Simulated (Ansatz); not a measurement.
# ScSbSe3: what a guessed cell relaxes into

The task: take a trial cell of ScSbSe3 to zero force and stress.

Computed with Ansatz 0.2.0 (DFT PBE, scalar-relativistic, plane waves, PAW, unless a step's input says otherwise).

### Step 1. The structure to begin with

It takes space group Pm-3m (No. 221, cubic). Conventional cell: a = 5.063 Å, b = 5.063 Å, c = 5.063 Å, α = 90.00°, β = 90.00°, γ = 90.00°. Sc (site symmetry m-3m) has 6 Se at 2.53 Å in its first shell of neighbours. Sb (site symmetry m-3m) is surrounded by 12 Se at 3.58 Å. Around Se (site symmetry 4/mmm) lie 2 Sc at 2.53 Å and 4 Sb at 3.58 Å.

Structure file:

```
CELL_PARAMETERS angstrom
5.06318 0.00000 0.00000
0.00000 5.06318 0.00000
0.00000 0.00000 5.06318
ATOMIC_POSITIONS crystal
Sc 0.50000 0.50000 0.50000
Sb 0.00000 0.00000 0.00000
Se 0.00000 0.50000 0.50000
Se 0.50000 0.00000 0.50000
Se 0.50000 0.50000 0.00000
```

Recipe of the guess: species swapped into a database cell of TmBRh3 (Pm-3m, No. 221), with Sb on the Tm sites, Sc on the B sites and Se on the Rh sites. Its size is a rough estimate.

### Step 2. The guess as it stands, on a coarse mesh

input.yaml

```yaml
crystal:
  lattice:
    - [5.06318454, 0.0, 0.0]
    - [0.0, 5.06318454, 0.0]
    - [0.0, 0.0, 5.06318454]
  atoms:
    - { symbol: Sc, position: [0.5, 0.5, 0.5] }
    - { symbol: Sb, position: [0.0, 0.0, 0.0] }
    - { symbol: Se, position: [0.0, 0.5, 0.5] }
    - { symbol: Se, position: [0.5, 0.0, 0.5] }
    - { symbol: Se, position: [0.5, 0.5, 0.0] }
basis:
  ecutwfc: 420
kpoints:
  mp_grid: { grid: [4, 4, 4] }
hamiltonian:
  xc: pbe
scf:
  occupations: { method: gaussian, width: 0.1 }
  lower_state_search: "off"
output:
  forces: true
  stress: true
  eigenvalues: true
```

On the command line:

```bash
$ ansatz run input.yaml --threads 1 --pin off --max-ram 2560MiB --backend cpu --events-out ev --progress --plain --runs-dir out
```

Standard output, shortened:

```text
[...]
SCF converged after 8 iterations
Free energy (F): -25029.332867 eV
[...]
E sigma→0 (E₀):  -25029.327892 eV
Entropy (-TS):   -0.009949 eV (-1.990 meV/atom)
Fermi energy:    8.126884 eV
[...]
--- Forces (eV/Å), atoms counted from 1 ---
  atom   1  Sc    -0.00000000     0.00000000     0.00000000
  atom   2  Sb    -0.00000000    -0.00000000     0.00000000
  atom   3  Se     0.00000000     0.00000000     0.00000000
  atom   4  Se     0.00000000    -0.00000000    -0.00000000
  atom   5  Se    -0.00000000     0.00000000     0.00000000
[...]
--- Stress (GPa, compression-positive) ---
        2.063965      -0.000000       0.000000
        0.000000       2.063965       0.000000
       -0.000000       0.000000       2.063965
  P = ⅓ Tr σ = 2.0640 GPa (20.640 kbar)
--- Band table (eV; the first three rows and the last of 10) ---
[...]
```

It took 4 s on 1 thread of Arm Neoverse V1, shared host; peak memory 0.4 GiB.

From the probe: pressure 2.1 GPa, largest force 0.00 eV/Å, gap on this mesh none (metal). The relaxation goes to the converged mesh at once.

### Step 3. Spin check on a coarse mesh

input.yaml, as its differences from that of step 2:

```diff
@@ -6,3 +6,3 @@
   atoms:
-    - { symbol: Sc, position: [0.5, 0.5, 0.5] }
+    - { symbol: Sc, position: [0.5, 0.5, 0.5], spin: 1.0 }
     - { symbol: Sb, position: [0.0, 0.0, 0.0] }
@@ -24 +24,4 @@
   eigenvalues: true
+  populations: true
+magnetization:
+  spin_polarized: true
```

On the command line:

```bash
$ ansatz run input.yaml --threads 1 --pin off --max-ram 2560MiB --backend cpu --events-out ev --progress --plain --runs-dir out
```

Standard output, shortened:

```text
[...]
SCF converged after 15 iterations
Magnetization: 0.0000 μB (37.0000 up, 37.0000 down)
Absolute magnetization: 0.0000 μB (∫|ρ↑−ρ↓|, with the PAW one-centre terms)
Spin contamination: 0.0000 ħ² per cell (⟨S²⟩ above its minimum at these occupations)
Per-site moments (μB) at R_I (Å): [(-5.65080712080858e-7, 1.044281811375), (-9.668525193361112e-6, 1.4768375005860674), (4.684389257581753e-6, 1.044281811375), (4.684389257846747e-6, 1.044281811375), (4.684389257628599e-6, 1.044281811375)]
Free energy (F): -25029.332867 eV
[...]
E sigma→0 (E₀):  -25029.327894 eV
Entropy (-TS):   -0.009946 eV (-1.989 meV/atom)
Fermi energy:    8.126869 eV
[...]
--- Forces (eV/Å), atoms counted from 1 ---
  atom   1  Sc     0.00000000     0.00000000     0.00000000
  atom   2  Sb    -0.00000000    -0.00000000     0.00000000
  atom   3  Se     0.00000000     0.00000000    -0.00000000
  atom   4  Se    -0.00000000    -0.00000000    -0.00000000
  atom   5  Se    -0.00000000    -0.00000000     0.00000000
[...]
--- Stress (GPa, compression-positive) ---
        2.063860      -0.000000       0.000000
       -0.000000       2.063860       0.000000
        0.000000       0.000000       2.063860
  P = ⅓ Tr σ = 2.0639 GPa (20.639 kbar)
--- Band table (eV; the first three rows and the last of 20) ---
[...]
--- Löwdin populations: 5 sites ---
  site symbol       q [e]    m [muB]
     0     Sc     10.3899    -0.0000
     1     Sb     14.4185    -0.0000
     2     Se     16.3480     0.0000
     3     Se     16.3480     0.0000
     4     Se     16.3480     0.0000
  spilling = 0.001994 (of n_electrons = 74.000000)
```

It took 14 s on 1 thread of Arm Neoverse V1, shared host; peak memory 0.45 GiB.

Per atom:

```csv
atom,Löwdin electrons
Sc1,10.39
Sb2,14.42
Se3,16.35
Se4,16.35
Se5,16.35
```

The same cell is solved with trial moments on Sc. The largest site moment that stays is 0.00 μB and the cell's total 0.00 μB. The workflow keeps spin only above 0.25 μB on a site, so the next run goes without spin.

### Step 4. Final relaxation

input.yaml

```yaml
crystal:
  lattice:
    - [5.06318454, 0.0, 0.0]
    - [0.0, 5.06318454, 0.0]
    - [0.0, 0.0, 5.06318454]
  atoms:
    - { symbol: Sc, position: [0.5, 0.5, 0.5] }
    - { symbol: Sb, position: [0.0, 0.0, 0.0] }
    - { symbol: Se, position: [0.0, 0.5, 0.5] }
    - { symbol: Se, position: [0.5, 0.0, 0.5] }
    - { symbol: Se, position: [0.5, 0.5, 0.0] }
basis:
  ecutwfc: 420
kpoints:
  mp_grid: { grid: [8, 8, 8] }
hamiltonian:
  xc: pbe
scf:
  occupations: { method: gaussian, width: 0.1 }
output:
  forces: true
  stress: true
  eigenvalues: true
relax:
  adjacent_minimum: "off"
  f_tol: 0.01
  max_steps: 80
  cell: { stress_tol: 0.05 }
```

On the command line:

```bash
$ ansatz run input.yaml --threads 1 --pin off --max-ram 2560MiB --backend cpu --events-out ev --progress --plain --runs-dir out
```

Standard output, shortened:

```text
Warning: RAYON_NUM_THREADS=1 ignored (pool sized by the plan → 1); use --threads N
[...]
Pseudopotentials: kind: paw
Pseudopotential: Sc, paw, valence charge 11, recommended cutoff 420 eV (normal), Sc.paw.azcp
Pseudopotential: Sb, paw, valence charge 15, recommended cutoff 420 eV (normal), Sb.paw.azcp
Pseudopotential: Se, paw, valence charge 16, recommended cutoff 420 eV (normal), Se.paw.azcp
Functional definition: PBE
[...]
Crystal: 5 atoms, lattice volume = 129.799 Å³
Basis set: ecut = 420 eV, 2517 PW (Γ), exchange–correlation on 72×72×72 points (8 copies of the dense FFT grid, shifted against one another)
Bands: 45, of which v1, the nominal top of the filled ones, is band 37 counted from 1 (36 counted from 0)
Symmetry: 48 space group operations
Space group: Pm-3m (ITA 221), of the structure as read, at distance tolerance 5.1e-5 Å
k-points: 35 of 512
[...]
       -0.000000      -0.018036       0.000000
       -0.000000       0.000000      -0.018036
  P = ⅓ Tr σ = -0.0180 GPa (-0.180 kbar)
--- Band table (eV; the first three rows and the last of 35) ---
[...]
--- Relaxed structure (3 steps of the walk, 3 accepted, 1 SCFs on fresh bases) ---
  F+E_penalty+E_count = -25029.28985066 eV   max|allowed force component| = 9.761e-29 eV/Å   (the final SCF, on the basis selected at the relaxed cell)
  cell:  # Å, volume = 134.7643 Å³
    - [5.126941018543421, -1.5407439555097887e-33, 0.0]
    - [-1.2839532962581571e-33, 5.126941018543421, 0.0]
    - [-1.2839532962581571e-33, 0.0, 5.126941018543421]
  atoms:
    - { symbol: Sc, position: [0.5000000000000001, 0.5000000000000001, 0.5000000000000001] }
    - { symbol: Sb, position: [-2.2188785049307648e-36, 3.531384763417325e-36, -6.339652871206869e-37] }
    - { symbol: Se, position: [9.509479306950503e-37, 0.5000000000000001, 0.5000000000000001] }
    - { symbol: Se, position: [0.5000000000000001, -8.51890854568891e-37, 0.5000000000000001] }
    - { symbol: Se, position: [0.5000000000000001, 0.5000000000000001, 1.5849132178143301e-37] }
```

It took 60 s on 1 thread of Arm Neoverse V1, shared host; peak memory 0.5 GiB.

Relaxation path:

| step | E - E(step 1) (eV/cell) | largest force component (eV/Å) | pressure (GPa) | volume (Å³) |
| --- | --- | --- | --- | --- |
| 1 | 0.0000 | 0.0000 | 2.18 | 129.80 |
| 2 | -0.0312 | 0.0000 | -0.25 | 135.36 |
| 3 | -0.0318 | 0.0000 | -0.02 | 134.76 |
| 4 | -0.0323 | 0.0000 | -0.02 | 134.76 |

Step 1 is the start. Step 4 repeats the geometry before it on a plane-wave basis chosen anew for that cell, so its energy need not be comparable with the rows above.

|  | before | after | change |
| --- | --- | --- | --- |
| a (Å) | 5.063 | 5.127 | +1.3 % |
| b (Å) | 5.063 | 5.127 | +1.3 % |
| c (Å) | 5.063 | 5.127 | +1.3 % |
| volume (Å³/atom) | 25.96 | 26.95 | +3.8 % |
| shortest distance (Å) | 2.532 | 2.563 | +1.3 % |
| space group (0.01 Å) | Pm-3m | Pm-3m | same |

The run keeps the 48 symmetry operations of the start, so it could not have lowered the symmetry.

### Step 5. Changing settings: xc_grid 4, xc pbesol, ecutwfc left out

input.yaml

```yaml
crystal:
  lattice:
    - [5.1269410185, 0.0, 0.0]
    - [0.0, 5.1269410185, 0.0]
    - [0.0, 0.0, 5.1269410185]
  atoms:
    - { symbol: Sc, position: [0.5, 0.5, 0.5] }
    - { symbol: Sb, position: [0.0, 0.0, 0.0] }
    - { symbol: Se, position: [0.0, 0.5, 0.5] }
    - { symbol: Se, position: [0.5, 0.0, 0.5] }
    - { symbol: Se, position: [0.5, 0.5, 0.0] }
basis:
  xc_grid: 4
kpoints:
  mp_grid: { grid: [8, 8, 8] }
hamiltonian:
  xc: pbesol
scf:
  occupations: { method: gaussian, width: 0.1 }
output:
  forces: true
  eigenvalues: true
  stress: true
```

On the command line:

```bash
$ ansatz run input.yaml --threads 1 --pin off --max-ram 2560MiB --backend cpu --events-out ev --progress --plain --runs-dir out
```

Standard output, shortened:

```text
Warning: RAYON_NUM_THREADS=1 ignored (pool sized by the plan → 1); use --threads N
[...]
[... 4 set-up lines as earlier in the session ...]
Functional definition: PBEsol
[...]
Crystal: 5 atoms, lattice volume = 134.764 Å³
Basis set: ecut = 420 eV, 2601 PW (Γ), exchange–correlation on 144×144×144 points (64 copies of the dense FFT grid, shifted against one another)
Bands: 45, of which v1, the nominal top of the filled ones, is band 37 counted from 1 (36 counted from 0)
[... 2 set-up lines as earlier in the session ...]
k-points: 35 of 512
[...]
SCF iter   1: F=—  HF=-24793.792935 eV  |F-HF|=—  |Δ(HF+E_count)|=         —  Δρ=2.66e-3  dr2=1.10e-2  ethr=1.77e-3  ⟨swp⟩=6.8  Hψ=5933  notcnv=0  defer=2
[...]
SCF iter   8: F=-24793.788879 eV  HF=-24793.788879 eV  |F-HF|=7.35e-9  |Δ(HF+E_count)|=   1.33e-8  Δρ=2.69e-6  dr2=2.31e-8  ethr=1.35e-10  ⟨swp⟩=8.6  Hψ=6303  notcnv=0
[...]
SCF converged after 8 iterations
Free energy (F): -24793.788879 eV
[...]
E sigma→0 (E₀):  -24793.775550 eV
Entropy (-TS):   -0.026658 eV (-5.332 meV/atom)
Fermi energy:    7.589688 eV
[...]
--- Forces (eV/Å), atoms counted from 1 ---
  atom   1  Sc     0.00000000    -0.00000000    -0.00000000
  atom   2  Sb    -0.00000000     0.00000000    -0.00000000
  atom   3  Se     0.00000000    -0.00000000    -0.00000000
  atom   4  Se     0.00000000    -0.00000000    -0.00000000
  atom   5  Se     0.00000000    -0.00000000     0.00000000
[...]
--- Stress (GPa, compression-positive) ---
       -2.766539       0.000000       0.000000
        0.000000      -2.766539       0.000000
        0.000000       0.000000      -2.766539
  P = ⅓ Tr σ = -2.7665 GPa (-27.665 kbar)
--- Band table (eV; the first three rows and the last of 35) ---
[...]
```

Run time: 14 s. Hardware: 1 thread of Arm Neoverse V1, shared host; peak memory 0.59 GiB.

```csv
run,ending,energy change,pressure (GPa),gap (eV),force (eV/Å),cycles,time
step 4,converged,-,0.0,0.00,0.00,-,60 s
variant,converged,not comparable,-2.8,0.00,0.00,8,14 s
```

A change of functional puts the total energy on another scale; the pressure goes from 0.0 to -2.8 GPa. The numerical grids changed too.

### Step 6. Results

| quantity | value |
| --- | --- |
| symmetry at the end (tolerance 0.05 Å) | space group Pm-3m (No. 221) |
| conventional cell | a = 5.127 Å, b = 5.127 Å, c = 5.127 Å, α = 90.00°, β = 90.00°, γ = 90.00° |
| volume | 26.95 Å³/atom |
| energy over the elements | -0.35 eV/atom |
| gap on the mesh | none (metal) |

In words: The space group Pm-3m (No. 221) is kept, and the volume per atom grows by 3.8 % from the first guess. It lies below the elements, which doesn't yet make it stable: competing phases were not computed in this session. No finished test with a distortion of lower symmetry is shown, so the end may be a saddle point. The runs treat Sb without spin-orbit coupling. Other magnetic orders were not searched.
